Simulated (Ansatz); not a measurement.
# C3H12Si3: the cost of one run

Method: RKS B3LYP/STO-3G, in Ansatz 0.2.0.

## (1) The starting structure

Bond lengths (14 of 17 bonds, heavy atoms first): C1–Si2 1.904 Å, Si2–C4 1.694 Å, C3–C4 1.425 Å, C4–Si5 1.960 Å, C4–Si6 1.950 Å, C1–H7 1.092 Å, C1–H8 1.141 Å, C1–H9 1.016 Å, Si2–H10 1.465 Å, C3–H11 1.128 Å, C3–H12 1.094 Å, Si5–H13 1.536 Å, Si5–H14 1.439 Å, Si5–H15 1.488 Å. Angles (14 of 30 angles, heavy atoms first): C1–Si2–C4 120.9°, Si2–C4–C3 94.4°, Si2–C4–Si5 114.3°, Si2–C4–Si6 115.2°, C3–C4–Si5 114.7°, C3–C4–Si6 116.4°, Si5–C4–Si6 102.5°, C1–Si2–H10 109.0°, C4–Si2–H10 116.0°, Si2–C1–H7 109.7°, Si2–C1–H8 107.6°, Si2–C1–H9 114.0°, C4–C3–H11 118.3°, C4–C3–H12 120.6°.

As a file:

```xyz
18

C     2.1167    0.6718    1.3770
Si    0.9676    0.8346   -0.1318
C     0.4852   -1.3795   -0.4986
C    -0.3363   -0.2245   -0.3523
Si   -1.4558    0.1868   -1.9076
Si   -1.6328   -0.2609    1.1044
H     1.5196    0.5334    2.2804
H     2.6643    1.6646    1.5015
H     2.8003   -0.0759    1.2977
H     1.7775    1.1111   -1.3214
H     1.0122   -1.7807    0.4146
H     1.1444   -1.4872   -1.3651
H    -2.1157    1.5636   -1.7362
H    -0.6206    0.2382   -3.0789
H    -2.5277   -0.8284   -2.0939
H    -0.8993   -0.5777    2.3734
H    -2.2315    1.0920    1.2865
H    -2.7055   -1.2700    0.9021
```

## (2) Relaxing the start

input.yaml

```yaml
crystal:
  periodic: [false, false, false]
  atoms:
    - { symbol: C, position_ang: [2.1167, 0.6718, 1.377] }
    - { symbol: Si, position_ang: [0.9676, 0.8346, -0.1318] }
    - { symbol: C, position_ang: [0.4852, -1.3795, -0.4986] }
    - { symbol: C, position_ang: [-0.3363, -0.2245, -0.3523] }
    - { symbol: Si, position_ang: [-1.4558, 0.1868, -1.9076] }
    - { symbol: Si, position_ang: [-1.6328, -0.2609, 1.1044] }
    - { symbol: H, position_ang: [1.5196, 0.5334, 2.2804] }
    - { symbol: H, position_ang: [2.6643, 1.6646, 1.5015] }
    - { symbol: H, position_ang: [2.8003, -0.0759, 1.2977] }
    - { symbol: H, position_ang: [1.7775, 1.1111, -1.3214] }
    - { symbol: H, position_ang: [1.0122, -1.7807, 0.4146] }
    - { symbol: H, position_ang: [1.1444, -1.4872, -1.3651] }
    - { symbol: H, position_ang: [-2.1157, 1.5636, -1.7362] }
    - { symbol: H, position_ang: [-0.6206, 0.2382, -3.0789] }
    - { symbol: H, position_ang: [-2.5277, -0.8284, -2.0939] }
    - { symbol: H, position_ang: [-0.8993, -0.5777, 2.3734] }
    - { symbol: H, position_ang: [-2.2315, 1.092, 1.2865] }
    - { symbol: H, position_ang: [-2.7055, -1.27, 0.9021] }
basis:
  gaussian: { orbitals: STO-3G }
hamiltonian:
  xc: b3lyp
relax:
  f_tol: 0.02
  max_steps: 40
scf:
  lower_state_search: "off"
output:
  orbitals: {}
```

On the command line:

```console
$ ansatz run input.yaml --threads 1 --pin off --max-ram 2048MiB --backend cpu --events-out ev --progress --plain --runs-dir out
```

Q: Estimate wall time and peak memory on 1 thread of Arm Neoverse V1, shared host.

About 78 s, with a peak of 0.12 GiB.
